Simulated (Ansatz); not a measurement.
**C₂H₆F₂Si₂: a ladder of functionals and wavefunction methods**

An exercise on one series of results from a longer session: the logs are not shown, and one member is left open.

Method: functionals in def2-TZVPP, the program's frozen cores in correlated methods; program: Ansatz 0.2.0, Gaussian basis.

Levels to be run: PBE-D4, r2SCAN-D4, PBE0-D4, B3LYP-D4, ωB97X-V, ωB97M-V, B2PLYP; CCSD(T)/def2-TZVPP; MP2/def2-QZVPP; extrapolation to the limit.

### Structure used throughout

All runs share one geometry, relaxed beforehand with PBE0-D4 in a triple-zeta def2 set.

SMILES `F[SiH2]/C=C\[SiH2]F`, 12 atoms, charge 0, spin multiplicity 1.

Atoms are counted from 1 here; the program's logs count them from 0.

Bond lengths: F1–Si2 1.606 Å, Si2–C3 1.871 Å, Si2–H7 1.480 Å, Si2–H8 1.480 Å, C3–C4 1.338 Å, C3–H9 1.093 Å, C4–Si5 1.849 Å, C4–H10 1.091 Å, Si5–F6 1.608 Å, Si5–H11 1.483 Å, Si5–H12 1.483 Å. Angles: F1–Si2–C3 104.4°, F1–Si2–H7 107.0°, F1–Si2–H8 107.0°, C3–Si2–H7 113.0°, C3–Si2–H8 113.0°, H7–Si2–H8 111.9°, Si2–C3–C4 129.3°, Si2–C3–H9 113.1°, C4–C3–H9 117.6°, C3–C4–Si5 124.3°, C3–C4–H10 118.3°, Si5–C4–H10 117.3°, C4–Si5–F6 106.4°, C4–Si5–H11 112.2°, C4–Si5–H12 112.1°, F6–Si5–H11 108.1°, F6–Si5–H12 108.1°, H11–Si5–H12 109.8°.

The first run:

File in.yaml:

```yaml
crystal:
  periodic: [false, false, false]
  atoms:
    - {symbol: F, position_ang: [-2.170782, 2.374131, -0.068180]}
    - {symbol: Si, position_ang: [-1.005449, 1.414106, 0.479948]}
    - {symbol: C, position_ang: [-0.704359, 0.204887, -0.915389]}
    - {symbol: C, position_ang: [0.169146, -0.805789, -0.987659]}
    - {symbol: Si, position_ang: [1.347535, -1.263212, 0.361196]}
    - {symbol: F, position_ang: [1.081639, -0.231923, 1.565693]}
    - {symbol: H, position_ang: [0.165530, 2.274430, 0.762234]}
    - {symbol: H, position_ang: [-1.521849, 0.765187, 1.706032]}
    - {symbol: H, position_ang: [-1.350737, 0.377363, -1.779301]}
    - {symbol: H, position_ang: [0.193901, -1.405145, -1.899531]}
    - {symbol: H, position_ang: [2.762703, -1.122864, -0.060550]}
    - {symbol: H, position_ang: [1.109522, -2.636272, 0.869407]}
basis:
  gaussian: {orbitals: def2-TZVPP}
hamiltonian: {xc: pbe, dispersion: d4}
output: {forces: true, orbitals: {seedname: orbitals}}
```

Command:

```bash
$ ansatz run in.yaml --threads 2 --pin off --events-out ev --progress --plain --max-ram 22528MiB --backend cuda --devices 0, --max-vram 18GiB
```

Among the steps run: PBE-D4 (GGA); r2SCAN-D4 (meta-GGA); PBE0-D4 (hybrid); B3LYP-D4 (hybrid); ωB97X-V (range-separated); ωB97M-V (range-separated); B2PLYP (double hybrid); CCSD(T) in def2-TZVPP; MP2 in def2-QZVPP.

One of the session's tables, all rows but one given; the rest of the session is left out.

```
            method  atomisation energy (kJ/mol)
            PBE-D4                       4633.5
         r2SCAN-D4                       4601.1
           PBE0-D4                       4565.6
          B3LYP-D4                       4585.2
           ωB97X-V                       4611.1
           ωB97M-V                       4604.5
            B2PLYP                       4547.2
     HF/def2-TZVPP                       3472.5
    MP2/def2-TZVPP                       4571.1
   CCSD/def2-TZVPP                            ?
CCSD(T)/def2-TZVPP                       4485.6
           MP2/CBS                       4694.2
       CCSD(T)/CBS                       4608.7
```

Estimate the missing values for CCSD/def2-TZVPP.

**Answer.** atomisation energy (kJ/mol): 4424.3. In the column «atomisation energy (kJ/mol)» it lies between HF/def2-TZVPP (3472.5) and CCSD(T)/def2-TZVPP (4485.6).
